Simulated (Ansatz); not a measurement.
I need cell relaxations under several functionals of VCr3, space group Fm-3m. Use the Ansatz DFT code, driven from Python. Use (first run): BLYP, PAW, the default cutoff (420 eV here), 6×6×6 k-points, Methfessel-Paxton smearing of 0.15 eV, collinear spin, D3BJ dispersion.

```cif
data_structure
_symmetry_space_group_name_H-M 'P 1'
_symmetry_Int_Tables_number 1
_cell_length_a 4.0484
_cell_length_b 4.0484
_cell_length_c 4.0484
_cell_angle_alpha 60.000
_cell_angle_beta 60.000
_cell_angle_gamma 60.000
_cell_volume 46.92
loop_
_atom_site_label
_atom_site_type_symbol
_atom_site_fract_x
_atom_site_fract_y
_atom_site_fract_z
_atom_site_occupancy
V1 V 0.50000 0.50000 0.50000 1
Cr1 Cr 0.75000 0.75000 0.75000 1
Cr2 Cr 0.25000 0.25000 0.25000 1
Cr3 Cr 0.00000 0.00000 0.00000 1
```

The script, `run_lattice.py`:
```python
"""Relaxed cell of VCr3 under several functionals."""

import warnings

import ansatz as az
import numpy as np

def edges_and_angles(cell):
    cell = np.asarray(cell)
    a, b, c = np.linalg.norm(cell, axis=1)
    cosines = cell[1] @ cell[2] / (b * c), cell[0] @ cell[2] / (a * c), cell[0] @ cell[1] / (a * b)
    return (a, b, c, *np.degrees(np.arccos(cosines)))


def main() -> None:
    warnings.simplefilter("ignore", az.DeckWarning)

    structure = (
        az.Lattice.fcc(5.725273)
        .space_group(225)
        .atom("V", (0.5, 0.0, 0.0))
        .atom("Cr", (0.25, 0.25, 0.75))
        .atom("Cr", (0.0, 0.0, 0.0))
        .primitive()
        .moments(V=1.5, Cr=3)
    )

    model = (
        structure.calculation()
        .kpoints(mesh=(6, 6, 6))
        .occupations("methfessel_paxton", width=0.15)  # the run then minimises F = E - TS
        .spin("collinear")  # spin-polarised run
        .eigensolver("davidson", full_accuracy=True)
        .scf(self_checks="high")
        .relax(cell=True, max_steps=40)  # relax until the tolerances are met
    )

    levels = [("blyp", "d3bj"), ("pbesol", "none"), ("r2scan", "none")]
    print("level            a       b       c    alpha   beta  gamma  V/atom  steps")
    for name, dispersion in levels:
        seen = []
        run = model.functional(name, dispersion=dispersion).session().plan()
        res = run.execute(on_event=lambda e: seen.append(e) if e["event"] == "relax_step" else None)
        cell = res.lattice.cell_ang
        label = name if dispersion == "none" else f"{name}+{dispersion}"
        print("{:13s} {:7.4f} {:7.4f} {:7.4f} {:6.2f} {:6.2f} {:6.2f}".format(label, *edges_and_angles(cell)), f"{abs(np.linalg.det(cell)) / len(res.lattice.sites):7.3f} {len(seen):5d}")


if __name__ == "__main__":
    main()
```

```console
$ python run_lattice.py
level            a       b       c    alpha   beta  gamma  V/atom  steps
RunWarning: the starting moments were not kept: the SCF closed with an absolute magnetisation of 2.3e-5 μB, where they sum to 10.5 μB in size (4 sites). That is at most 0.1 of that sum. Measured as [...]
blyp+d3bj      4.0107  4.0107  4.0107  60.00  60.00  60.00  11.405     4
pbesol         4.0214  4.0214  4.0214  60.00  60.00  60.00  11.497     4
r2scan         4.1701  4.1701  4.1701  60.00  60.00  60.00  12.819     6
```
(Warnings from the package without file and line, shortened, repeats left out.)

From smallest to largest: BLYP+D3BJ (11.41 Å³ an atom, -2.8 % against the start), PBEsol (11.50 Å³ an atom, -2.0 % against the start) and r2SCAN (12.82 Å³ an atom, +9.3 % against the start). The spread is 12.4 % in volume.

Caveats:
- The settings weren't tested for convergence.
- The SCF didn't keep the moments it started from (some shrank, vanished or turned); what is printed is the state reached.
- Forces vanish by symmetry, so the ions can't move, and the end may be a saddle.
- BLYP and dispersion corrections can be off by several per cent in the lattices of metals, and by several GPa in the pressure at a fixed cell.
- The mesh is modest for a metal, so energies can be off by several to tens of meV an atom and pressures by half a GPa or more; differences at equal mesh fare better.
- Edges and angles are those of the cell as typed, here a primitive one, not of the conventional cell.
- r2SCAN tends to overestimate the moments of itinerant magnets.
- The structure comes from a database of computed cells and needn't be a stable or known phase.
- The script silences the warnings on its input, which a real study should read.
- Wall time of the script: 4.6 min on 1 thread of Arm Neoverse V1, with other jobs on the host, peak memory 0.65 GiB.

(A comment or docstring line of the script was reworded after the run, the code is as it ran.)
